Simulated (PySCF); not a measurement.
Crystal: OZnH2, in a box.

```xyz
4
Lattice="10.0000 0.0000 0.0000 0.0000 13.0000 0.0000 0.0000 0.0000 11.0000" Properties=species:S:1:pos:R:3 pbc="T T T"
O     5.3572    5.3833    6.2289
Zn    5.0468    6.9529    5.4619
H     4.6688    4.7192    6.1815
H     4.8787    8.3228    4.8391
```

Base run:

| Property | Result |
| --- | --- |
| Program | PySCF 2.14.0 |
| Functional | TPSSh |
| Potentials or basis | pob-tzvp-rev2 (all-electron) |
| k mesh | 1 × 1 × 1 |
| Occupations | fixed |
| Spin | no spin polarisation |

Its results: gap between the frontier levels 7.66 eV.

Question: The run is repeated on the same cell with these changes: functional from TPSSh to WC. What comes out?

Answer: Gap between the frontier levels 6.28 eV.

TPSSh gives the wider gap, since exact exchange removes part of the self-interaction.

Caveats: this is a molecule in a periodic box at the Γ point, so its band gap is the HOMO-LUMO gap; the basis of atomic orbitals isn't converged, which shifts pressures, moduli and gaps; this basis is made for solids and lacks diffuse functions, so gaps of a molecule come out too wide by an eV or more.

A k mesh can miss the band edges.

Not every run made on this cell is shown here.
